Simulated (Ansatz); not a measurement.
**TaGa3: further runs on the relaxed cell**

The task here is to estimate one member of a computed series from the others.

Method: DFT PBEsol, scalar-relativistic, plane waves, PAW, in Ansatz 0.2.0.

1 further run of the same task is left out (set aside as unsound or not needed).

**The starting structure**

Symmetry: I4/mmm, No. 139, tetragonal system. Conventional cell: a = 3.776 Å, b = 3.776 Å, c = 8.636 Å, α = 90.00°, β = 90.00°, γ = 90.00°. Around Ta (site symmetry 4/mmm) lie 12 Ga at 2.67 to 2.87 Å. Around Ga (site symmetry 4/mmm) lie 4 Ta at 2.67 Å and 8 Ga at 2.87 Å. Ga (site symmetry -4m2) has 8 Ga at 2.67 to 2.87 Å and 4 Ta at 2.87 Å in its first shell of neighbours.

As a file:

```cif
data_structure
_symmetry_space_group_name_H-M 'I4/mmm'
_symmetry_Int_Tables_number 139
_cell_length_a 3.7761
_cell_length_b 3.7761
_cell_length_c 8.6361
_cell_angle_alpha 90.000
_cell_angle_beta 90.000
_cell_angle_gamma 90.000
_cell_volume 123.14
loop_
_atom_site_label
_atom_site_type_symbol
_atom_site_symmetry_multiplicity
_atom_site_Wyckoff_symbol
_atom_site_fract_x
_atom_site_fract_y
_atom_site_fract_z
_atom_site_occupancy
Ta1 Ta 2 a 0.00000 0.00000 0.00000 1
Ga1 Ga 2 b 0.50000 0.50000 0.00000 1
Ga2 Ga 4 d 0.00000 0.50000 0.25000 1
```

This cell was relaxed beforehand with the same method: volume 15.39 Å³/atom, gap on the mesh none (metal).

Set-up of the first run:

The input, input.yaml:

```yaml
crystal:
  lattice:
    - [-1.8880599941, 1.8880599941, 4.3180585207]
    - [1.8880599941, -1.8880599941, 4.3180585207]
    - [1.8880599941, 1.8880599941, -4.3180585207]
  atoms:
    - { symbol: Ta, position: [0.0, 0.0, 0.0] }
    - { symbol: Ga, position: [0.5, 0.5, 0.0] }
    - { symbol: Ga, position: [0.75, 0.25, 0.5] }
    - { symbol: Ga, position: [0.25, 0.75, 0.5] }
basis:
  ecutwfc: 420
kpoints:
  mp_grid: { grid: [16, 16, 16] }
  band_path:
    path:
      - [[0.0, 0.0, 0.0], [0.0, 0.0, 0.5], [0.25, 0.25, 0.25], [0.0, 0.5, 0.0], [0.0, 0.0, 0.0], [0.5, 0.5, -0.5], [0.29779633, 0.70220367, -0.29779633]]
      - [[-0.29779633, 0.29779633, 0.29779633], [0.0, 0.0, 0.0]]
      - [[0.0, 0.0, 0.5], [-0.09559266, 0.09559266, 0.5]]
      - [[0.5, 0.5, -0.09559266], [0.5, 0.5, -0.5]]
    npoints: 14
hamiltonian:
  xc: pbesol
scf:
  occupations: { method: gaussian, width: 0.1 }
  n_extra_bands: 10
output:
  forces: true
  stress: true
  eigenvalues: true
  populations: true
  dos: { projected: true, de: 0.02, nscf_kmesh: { grid: [24, 24, 24] } }
  bader: true
```

The run is started by

```sh
$ ansatz run input.yaml --threads 1 --pin off --max-ram 2560MiB --backend cpu --events-out ev --progress --plain --runs-dir out
```

Among the steps run: Electronic structure at the relaxed geometry; Back to the database's cell; Point at V/V0 = 0.97; Point at V/V0 = 1.03; The cell scaled to 0.94 of its volume; Volume × 1.06; Point at V/V0 = 0.91; Point at V/V0 = 1.10; Point at V/V0 = 0.88.

One table of the session follows, with a row left open; its other results are not shown here.

It belongs to the step «Energy against volume». 

```
volume (Å³/atom)  energy above the lowest point (meV/atom)  pressure (GPa)
          13.546                                     124.1           24.32
          14.008                                      65.5           16.61
          14.469                                      27.3           10.09
          14.931                                       6.4            4.61
          15.393                                       0.0            0.00
          15.855                                       5.8           -3.88
          16.316                                         ?               ?
          16.932                                      56.7          -10.74
```

Estimate the missing values for volume (Å³/atom) = 16.316.

Worked estimate for «energy above the lowest point (meV/atom)». A straight line through the neighbours (15.855, 5.8) and (16.932, 56.7) gives 5.8 + (56.7 − 5.8) × (16.316 − 15.855) / (16.932 − 15.855) = 27.6; a parabola fitted to 3 rows on both sides gives 21.2.

As computed: energy above the lowest point (meV/atom): 21.9; pressure (GPa): -7.17. In «energy above the lowest point (meV/atom)» the line misses by +5.7 and the parabola by -0.7.
